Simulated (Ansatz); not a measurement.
# V5S4: the cost of one run

Program: Ansatz 0.2.0. Level of theory: DFT PBEsol, scalar-relativistic, plane waves, PAW. These are calculated values, not measurements.

1 further run of the same task is left out (set aside as unsound or not needed). Runs told in other sessions of the task aren't counted.

## Step 1: The structure to begin with

It takes space group I4/m (No. 87, tetragonal). Conventional cell: a = 8.858 Å, b = 8.858 Å, c = 3.116 Å, α = 90.00°, β = 90.00°, γ = 90.00°. V (site symmetry m) is surrounded by 5 S at 2.30 to 2.39 Å and 2 V at 2.60 Å. Around V (site symmetry 4/m) lie 4 S at 2.48 Å and 8 V at 2.60 Å. Around S (site symmetry m) lie 6 V at 2.30 to 2.48 Å.

As a file:

```cif
data_structure
_symmetry_space_group_name_H-M 'P 1'
_symmetry_Int_Tables_number 1
_cell_length_a 3.1157
_cell_length_b 6.4541
_cell_length_c 12.5266
_cell_angle_alpha 90.000
_cell_angle_beta 90.000
_cell_angle_gamma 76.032
_cell_volume 244.45
loop_
_atom_site_label
_atom_site_type_symbol
_atom_site_fract_x
_atom_site_fract_y
_atom_site_fract_z
_atom_site_occupancy
V1 V 0.96029 0.07942 0.66107 1
V2 V 0.46029 0.07942 0.16107 1
V3 V 0.16107 0.67786 0.53971 1
V4 V 0.66107 0.67786 0.03971 1
V5 V 0.03971 0.92058 0.33893 1
V6 V 0.53971 0.92058 0.83893 1
V7 V 0.83893 0.32214 0.46029 1
V8 V 0.33893 0.32214 0.96029 1
V9 V 0.00000 0.00000 0.00000 1
V10 V 0.50000 0.00000 0.50000 1
S1 S 0.89491 0.21017 0.83262 1
S2 S 0.39491 0.21017 0.33262 1
S3 S 0.33262 0.33475 0.60509 1
S4 S 0.83262 0.33475 0.10509 1
S5 S 0.10509 0.78983 0.16738 1
S6 S 0.60509 0.78983 0.66738 1
S7 S 0.66738 0.66525 0.39491 1
S8 S 0.16738 0.66525 0.89491 1
```

It is built from the cell relaxed beforehand with the same method (13.58 Å³/atom).

## Step 2: The undisturbed cell

The input, input.yaml:

```yaml
crystal:
  lattice:
    - [0.0, 0.0, -3.1157042455]
    - [-4.4288270666, -4.4288270666, -1.5578521228]
    - [-8.8576541332, 8.8576541332, 0.0]
  atoms:
    - { symbol: V, position: [0.9602905309, 0.0794189382, 0.6610701508] }
    - { symbol: V, position: [0.4602905309, 0.0794189382, 0.1610701508] }
    - { symbol: V, position: [0.1610701508, 0.6778596985, 0.5397094691] }
    - { symbol: V, position: [0.6610701508, 0.6778596985, 0.0397094691] }
    - { symbol: V, position: [0.0397094691, 0.9205810618, 0.3389298492] }
    - { symbol: V, position: [0.5397094691, 0.9205810618, 0.8389298492] }
    - { symbol: V, position: [0.8389298492, 0.3221403015, 0.4602905309] }
    - { symbol: V, position: [0.3389298492, 0.3221403015, 0.9602905309] }
    - { symbol: V, position: [0.0, 0.0, 0.0] }
    - { symbol: V, position: [0.5, 0.0, 0.5] }
    - { symbol: S, position: [0.8949139359, 0.2101721282, 0.832623679] }
    - { symbol: S, position: [0.3949139359, 0.2101721282, 0.332623679] }
    - { symbol: S, position: [0.332623679, 0.334752642, 0.6050860641] }
    - { symbol: S, position: [0.832623679, 0.334752642, 0.1050860641] }
    - { symbol: S, position: [0.1050860641, 0.7898278718, 0.167376321] }
    - { symbol: S, position: [0.6050860641, 0.7898278718, 0.667376321] }
    - { symbol: S, position: [0.667376321, 0.665247358, 0.3949139359] }
    - { symbol: S, position: [0.167376321, 0.665247358, 0.8949139359] }
basis:
  ecutwfc: 420
kpoints:
  mp_grid: { grid: [13, 6, 3] }
hamiltonian:
  xc: pbesol
scf:
  occupations: { method: gaussian, width: 0.15 }
output:
  forces: true
  stress: true
  eigenvalues: true
```

Started as:

```bash
> ansatz run input.yaml --threads 2 --pin off --max-ram 5120MiB --backend cpu --events-out ev --progress --plain --runs-dir out
```

What time and memory should one allow on 2 threads of Intel Xeon at 2.80GHz (Skylake/Cascade Lake), shared host?

About 76 s, with a peak of 2.1 GiB.
